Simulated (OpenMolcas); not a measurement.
# Mo³⁺ among point charges: CASSCF levels and susceptibility

Aim: the splitting of the states of Mo³⁺ in the field of 5 point charges, its lowest levels with spin-orbit coupling and its magnetic susceptibility.

Method: state-averaged CASSCF, spin-orbit coupling by RASSI with atomic mean-field integrals. Code: OpenMolcas 26.06.

1 further run of the same task is left out (it didn't finish).

**1. What is computed**

```
Species                           : Mo³⁺ (molybdenum, Z = 42, 39 electrons)
Basis                             : ANO-RCC-VDZP [6s5p3d1f], 43 functions
Scalar Hamiltonian                : DKH2, point nucleus
Inactive shells                   : 1s 2s 2p 3s 3p 3d 4s 4p
Active space                      : 3 electrons in 5 orbitals (4d)
Some configurations of this space : 4d³
Orbitals                          : optimised for each spin and parity, averaged over all roots
```

The outer shells:

4d3
```
4d [↑ ][↑ ][↑ ][  ][  ]
```

The ion sits among 5 point charges of -2 e arranged as a trigonal bipyramid (D3h), 1.87 Å from the ion, with the axial distance 1.945 Å. The active orbitals were held to one l.

The work runs as a chain of OpenMolcas steps in one folder; each step below is one input file. Labels, J, g values, rates, χT and fits are worked out afterwards by a script from the matrices that RASSI stores.

**2. Basis and integrals**

The input, a.inp:

```
&GATEWAY
Coord
1

Mo 0.0 0.0 0.0
Basis=ANO-RCC-VDZP
Group=NoSym
NoMove
AngMom=0.0 0.0 0.0
AMFI
XField
5 Angstrom 0
1.870000 0.000000 0.000000 -2.000000
-0.935000 1.619468 0.000000 -2.000000
-0.935000 -1.619468 0.000000 -2.000000
0.000000 0.000000 1.944800 -2.000000
0.000000 0.000000 -1.944800 -2.000000
&SEWARD
```

Command:

```sh
> OMP_NUM_THREADS=1 MOLCAS_MEM=1689 MOLCAS_PROJECT=a pymolcas a.inp > a.log
```

**3. CASSCF: quartets, 10 roots**

The input, a.inp:

```
&RASSCF
FileOrb=start.orb
Symmetry=1
Spin=4
nActEl=3 0 0
Inactive=18
Ras2=5
CIRoot=10 10 1
SDav=10
CIMx=300
Iter=120 100
PrWF=0.3
OrbListing=Nothing
MaxOrb=0
SupSym
1
15 10 11 12 13 14 19 20 21 22 23 32 33 34 35 36
>>> COPY $Project.JobIph JOB001
```

start.orb holds the contracted functions of the basis, ordered by shell, or the orbitals of the step before.

**4. CASSCF: doublets, 40 roots**

The input, a.inp:

```
&RASSCF
FileOrb=start.orb
Symmetry=1
Spin=2
nActEl=3 0 0
Inactive=18
Ras2=5
CIRoot=40 40 1
SDav=40
CIMx=300
Iter=120 100
PrWF=0.3
OrbListing=Nothing
MaxOrb=0
SupSym
1
15 10 11 12 13 14 19 20 21 22 23 32 33 34 35 36
>>> COPY $Project.JobIph JOB002
```

**5. RASSI: spin-orbit coupling between the states**

The input, a.inp:

```
&RASSI
NrOfJobIphs=2 10 40
1 2 3 4 5 6 7 8 9 10
1 2 3 4 5 6 7 8 9 10 11 12 13 14 15 16 17 18 19 20 21 22 23 24 25 26 27
28 29 30 31 32 33 34 35 36 37 38 39 40
IphNames
JOB001
JOB002
EJob
SpinOrbit
DIPRint=1.0
SOCoupling=1000.0
Subsets=2
Property=9
'ANGMOM' 1 'ANGMOM' 2 'ANGMOM' 3 'MLTPL  1' 1 'MLTPL  1' 2 'MLTPL  1' 3
'AMFI' 1 'AMFI' 2 'AMFI' 3
SOProperty=3
'ANGMOM' 1 'ANGMOM' 2 'ANGMOM' 3
```

**Question.** What will these runs give? Wanted: spin-free ground state; first state of the same spin within the active space; lowest level; next level.

**Answer**, as computed:

| quantity | value |
| --- | --- |
| method | CASSCF |
| spin-free ground state | 4E, 2-fold in its orbital part |
| first state of the same spin within the active space | 4E at 9670 cm⁻¹ |
| lowest level | 2-fold E1/2, g = 0.01, 0.01, 1.99 |
| next level | 484.3 cm⁻¹ |
| χT at 300 K | 0.66 cm³ K/mol |
| effective moment at 300 K | 2.29 μB |

The spin-free ground state (4E) comes to 100 % from free-ion F terms and keeps the highest spin of the shell. χT at 300 K is 0.66, against 1.88 cm³ K/mol for the spin alone, so spin-orbit coupling lowers it. The field of point charges can differ much from that of real complexes. This is an electrostatic model: the charges have no orbitals.
